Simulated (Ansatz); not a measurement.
Born–Oppenheimer molecular dynamics of a periodic cell of 13 atoms, Al$_{8}$Cu$_{4}$P (surface Al2Cu(111), adsorbate P). It starts from a partly relaxed structure (largest force component 0.08 eV/Å).

Computed with Ansatz 0.2.0, DFT PBEsol, scalar-relativistic, plane waves, PAW. Settings: PAW set soft_1, cutoff 420 eV, k mesh 2x2x1, fermi-dirac smearing 0.15 eV, no spin polarisation.

```
ensemble        : NVT, Nosé–Hoover chain
time step       : 2 fs
steps asked     : 120
set temperature : 1200 K
thermostat      : time constant 200 fs, chain length 3
atoms held      : 6 to 6
seed            : 76137
```

First frame:

```xyz
13
Lattice="5.7427 0.0000 0.0000 -2.8713 6.3843 0.0000 0.0000 0.0000 16.4880" Properties=species:S:1:pos:R:3
Al 1.481 5.170 2.471
Al -1.456 5.490 2.737
Cu 3.116 3.408 2.369
Al 1.456 1.829 1.684
Al 4.529 1.557 1.773
Cu 2.871 0.000 1.000
Al 2.222 0.515 5.146
Al 5.084 -0.590 5.136
Cu 0.097 4.733 4.605
Al -1.412 2.703 4.561
Al 1.606 2.954 4.271
Cu 0.211 1.063 3.708
P 4.114 4.651 6.109
```

**Question.** What does the run give?

**Answer.** The run went to its last step.

* steps done: 120
* time covered: 240 fs
* mean temperature over the second half: 795 K
* spread of the potential energy over the second half: 10.4 meV per atom
* mean potential energy of the second half above the start: 76.9 meV per atom

The conserved energy stayed within 0.17 meV per atom of its start (net change 0.074 meV per atom), so the integration is sound. The mean temperature of the second half is 34 % below the set value. A run of 0.24 ps of so small a system gives no equilibrium averages. Limits of this set-up: coarse k mesh, thin slab, slab without dipole correction, odd electron count without spin, PAW files made for another functional.

**Question.** What happens to the structure?

**Answer.** Mean squared displacements from the first frame to the last: Al 1.02 Å², Cu 0.94 Å², P 0.65 Å². Another seed would give other details.

**Question.** How do temperature and energy run in time?

**Answer.** 
| time (fs) | T (K) | potential energy less start (eV) | conserved less start (meV/atom) |
| --- | --- | --- | --- |
| 0.0 | 1200 | 0.000 | 0.00 |
| 20.0 | 738 | 0.720 | 0.14 |
| 40.0 | 564 | 0.996 | 0.12 |
| 60.0 | 771 | 0.693 | 0.08 |
| 80.0 | 811 | 0.664 | 0.11 |
| 100.0 | 766 | 0.777 | 0.09 |
| 120.0 | 577 | 1.113 | 0.16 |
| 140.0 | 780 | 0.854 | 0.08 |
| 160.0 | 797 | 0.905 | 0.12 |
| 180.0 | 836 | 0.928 | 0.11 |
| 200.0 | 835 | 1.023 | 0.09 |
| 220.0 | 718 | 1.290 | 0.16 |
| 240.0 | 1078 | 0.823 | 0.07 |

Run time: 14 min on 1 thread of Arm Neoverse V1 (shared host), peak memory 0.84 GiB.
